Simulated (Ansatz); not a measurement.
**GaBr+ (doublet): the correlation ladder at distance Ga1–Br2 = 2.042 Å, cc-pVTZ**

One table from this session's results is given with a row withheld; the runs are named, their logs left out.

Method: cc-pVTZ, core rule «outside noble gas», up to 28 orbitals frozen; program: Ansatz 0.2.0, Gaussian basis.

To be run: UHF; CCSD(T) on ROHF; CCSD(T) on UHF; BCCD(T) on ROHF; CISD; CCSDT(Q) on ROHF; CCSDT(Q) on UHF; CASSCF and NEVPT2, 3 electrons in 3 orbitals.

18 further runs of the same task are left out: 6 for a known fault of the program, 9 that didn't finish, 3 set aside as unsound or not needed.

## What is computed

The geometry derives from a PBE0/def2-TZVP stationary point (not a proven minimum). One bond is set to the value named and the two fragments are kept rigid. No spin-orbit coupling is included. The filled d shell of Ga, Br may be among the frozen orbitals whatever the setting's name suggests; the logs give the count.

2 atoms, charge 1, spin multiplicity 2.

Atoms are counted from 1 here; the program's logs count them from 0.

Bond lengths: Ga1–Br2 2.042 Å.

Set-up of the first run:

in.yaml reads:

```yaml
crystal:
  periodic: [false, false, false]
  atoms:
    - {symbol: Ga, position_ang: [0.000000, 0.000000, 0.000000]}
    - {symbol: Br, position_ang: [0.000000, 0.000000, 2.042000]}
basis:
  gaussian: {orbitals: cc-pVTZ}
total_charge: 1
magnetization: {spin_polarized: true, initial_magnetization: 1}
hamiltonian: {xc: hf}
output: {orbitals: {seedname: orbitals}}
```

Command:

```sh
ansatz run in.yaml --threads 1 --pin off --events-out ev --progress --plain --max-ram 2393MiB
```

Steps of the session up to this table: UHF; CCSD(T) on ROHF; CCSD(T) on UHF; BCCD(T) on ROHF; CISD; CCSDT(Q) on ROHF; CCSDT(Q) on UHF; CASSCF and NEVPT2, 3 electrons in 3 orbitals.

One table of the session follows, with a row left open; its other results are not shown here.

| method | from UCCSDT(Q) (meV) |
| --- | --- |
| ROHF | +5783.3 |
| UHF | +5724.6 |
| RMP2 | +771.1 |
| UMP2 | +752.8 |
| RCCSD | +281.9 |
| UCCSD | +268.4 |
| RCCSD(T) | +41.6 |
| UCCSD(T) | ? |
| BCCD(T) | +41.7 |
| RCCSDT | +22.6 |
| UCCSDT | +11.4 |
| RCCSDT(Q) | +12.5 |
| UCCSDT(Q) | 0 |
| CASSCF pair | +5530.7 |
| NEVPT2 pair | +773.9 |

Estimate the missing values for UCCSD(T).

**Answer.** from UCCSDT(Q) (meV): +30.8. In the column «from UCCSDT(Q) (meV)» it lies between RCCSDT (+22.6) and RCCSD(T) (+41.6).

Not comparable, so not listed: CISD (they don't share determinant, frozen orbitals or solution with the rows shown, or repeat one).

Caveats from the session: Restricted and unrestricted rows rest on different reference determinants; where their highest levels disagree by more than a few hundredths of an eV, they describe different states and don't form one ladder.
